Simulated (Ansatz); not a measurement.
# PBE-QIDH/def2-SVP run of C2H4AlFO (SMILES C=C[O][AlH][F])

What is the vertical ionisation energy of C2H4AlFO at PBE-QIDH/def2-SVP? 

Program for the calculation: Ansatz 0.2.0.

127 further runs of the same task are left out: 127 set aside as unsound or not needed.

## 1. Starting point

The species is C2H4AlFO (9 atoms), meant as a singlet with charge 0. SMILES: `C=C[O][AlH][F]`. The shape is that of a PBE0-D4/def2-TZVP optimisation. This is one conformer, not always the lowest.

Bond lengths: C1–C2 1.325 Å, C2–O3 1.346 Å, O3–Al4 1.684 Å, Al4–F5 1.640 Å, C1–H6 1.083 Å, C1–H7 1.081 Å, C2–H8 1.090 Å, Al4–H9 1.565 Å. Angles: C1–C2–O3 123.2°, C2–O3–Al4 137.8°, O3–Al4–F5 116.4°, C1–C2–H8 121.1°, O3–C2–H8 115.7°, C2–C1–H6 121.4°, C2–C1–H7 119.7°, O3–Al4–H9 123.2°, F5–Al4–H9 120.5°, H6–C1–H7 119.0°.

## 2. A single-point energy at PBE-QIDH/def2-SVP

molecule.yaml reads:

```yaml
crystal:
  periodic: [false, false, false]
  atoms:
    - {symbol: C, position_ang: [-1.562000, -0.360100, 1.103900]}
    - {symbol: C, position_ang: [-0.728000, -0.312900, 0.075500]}
    - {symbol: O, position_ang: [0.490300, 0.256500, 0.139600]}
    - {symbol: Al, position_ang: [1.800800, 0.519300, -0.884800]}
    - {symbol: F, position_ang: [3.087600, 1.301600, -0.235000]}
    - {symbol: H, position_ang: [-1.297700, 0.065300, 2.064100]}
    - {symbol: H, position_ang: [-2.527700, -0.832200, 0.988500]}
    - {symbol: H, position_ang: [-0.999000, -0.743100, -0.888800]}
    - {symbol: H, position_ang: [1.824300, 0.059200, -2.380300]}
basis:
  gaussian: {orbitals: def2-SVP}
hamiltonian: {xc: {name: PBE-QIDH}}
correlation: {frozen_orbitals: {Al: 5, C: 1, F: 1, H: 0, O: 1}}
accuracy: high
output: {orbitals: {seedname: orbitals}}
```

Command:

```
$ ansatz run molecule.yaml --threads 1 --pin off --max-ram 3480MiB --events-out events.jsonl --progress --plain --runs-dir runs
```

Log:

```text
Warning: RAYON_NUM_THREADS=1 ignored (pool sized by the plan → 1); use --threads N
Functional definition: PBE-QIDH
  name "PBE-QIDH"
  parameter a = 3^(-1/3)
  parameter c = 1/3
  exchange = (1 - a)*pbe_x + a*exact_x
  correlation = (1 - c)*pbe_c + c*(mp2_os + mp2_ss)
2095 factors; integrals over basis functions are off by at most 5.5e-9 eV
mean field evaluation 1: about -13467.8513 eV, gradient 4.6e1 eV
mean field evaluation 2: about -13467.9363 eV, gradient 4.6e1 eV
mean field evaluation 4: about -13472.1890 eV, gradient 3.4e0 eV
mean field evaluation 8: about -13472.2264 eV, gradient 8.7e-2 eV
mean field evaluation 16: about -13472.2264 eV, gradient 2.4e-5 eV
mean field -13472.22640024 eV, -495.0951884059 hartree, gradient 2.5e-8 eV, S^2 0.000000; 0 other end points of the search recorded, 0 dependent functions left out
9 core orbitals not correlated: weight in the atoms' cores, before any rotation towards them, 1.000 or more for the frozen orbitals, at most 0.000 for the correlated occupied ones
reference -13472.22640147 eV, -495.0951884509 hartree; 14, 14 occupied and 71, 71 virtual orbitals, 2095 factors
second order -21.25077369 eV of doubles, -0.00000000 eV of singles
Total energy: -13479.30999270 eV, -495.3555056272 hartree
```

Wall time 13 s (1 thread of Arm Neoverse V1, shared host); peak memory 0.32 GiB.

## 3. The doublet cation

input.yaml reads:

```yaml
crystal:
  periodic: [false, false, false]
  atoms:
    - {symbol: C, position_ang: [-1.562000, -0.360100, 1.103900]}
    - {symbol: C, position_ang: [-0.728000, -0.312900, 0.075500]}
    - {symbol: O, position_ang: [0.490300, 0.256500, 0.139600]}
    - {symbol: Al, position_ang: [1.800800, 0.519300, -0.884800]}
    - {symbol: F, position_ang: [3.087600, 1.301600, -0.235000]}
    - {symbol: H, position_ang: [-1.297700, 0.065300, 2.064100]}
    - {symbol: H, position_ang: [-2.527700, -0.832200, 0.988500]}
    - {symbol: H, position_ang: [-0.999000, -0.743100, -0.888800]}
    - {symbol: H, position_ang: [1.824300, 0.059200, -2.380300]}
basis:
  gaussian: {orbitals: def2-SVP}
magnetization: {spin_polarized: true, initial_magnetization: 1}
hamiltonian: {xc: {name: PBE-QIDH}}
output: {orbitals: {seedname: orbitals}}
correlation: {frozen_orbitals: {Al: 5, C: 1, F: 1, H: 0, O: 1}}
total_charge: 1
accuracy: high
```

Command:

```
$ ansatz run input.yaml --threads 1 --pin off --max-ram 3480MiB --events-out events.jsonl --progress --plain --runs-dir runs
```

Log, shortened:

```text
Warning: RAYON_NUM_THREADS=1 ignored (pool sized by the plan → 1); use --threads N
[... 2 set-up lines as earlier in the session ...]
[...]
2094 factors; integrals over basis functions are off by at most 5.5e-9 eV
[...]
mean field -13463.33274670 eV, -494.7683526664 hartree, gradient 9.7e-8 eV, S^2 0.761338; 0 other end points of the search recorded, 0 dependent functions left out
9 core orbitals not correlated: weight in the atoms' cores, before any rotation towards them, 1.000 or more for the frozen orbitals, at most 0.000 for the correlated occupied ones
reference -13463.33274795 eV, -494.7683527125 hartree; 14, 13 occupied and 71, 72 virtual orbitals, 2094 factors
second order -20.09781079 eV of doubles, -0.00000000 eV of singles
Total energy: -13470.03201822 eV, -495.0145463538 hartree
```

It took 20 s on 1 thread of Arm Neoverse V1, shared host; peak memory 0.46 GiB.

## 4. Results

At PBE-QIDH/def2-SVP, 9 core orbitals frozen:

| quantity | value |
| --- | --- |
| singlet C2H4AlFO: total energy | -495.35551 Eh |
| singlet C2H4AlFO: HOMO energy (SCF part's orbitals) | -8.69 eV |
| singlet C2H4AlFO: LUMO energy (SCF part's orbitals) | 0.96 eV |
| singlet C2H4AlFO: HOMO–LUMO gap (SCF part's orbitals) | 9.65 eV |
| doublet cation: total energy | -495.01455 Eh |
| doublet cation: HOMO energy (SCF part's orbitals) (highest over α and β) | -16.40 eV |
| doublet cation: LUMO energy (SCF part's orbitals) (lowest over α and β) | -9.14 eV |
| doublet cation: ⟨S²⟩ | 0.761 |
| vertical ionisation energy (to the doublet cation) | 9.278 eV |

In words: Removing an electron at fixed nuclei costs 9.28 eV (214 kcal/mol). −ε(HOMO) before ionisation, 8.69 eV, is 0.59 eV below this ionisation energy.
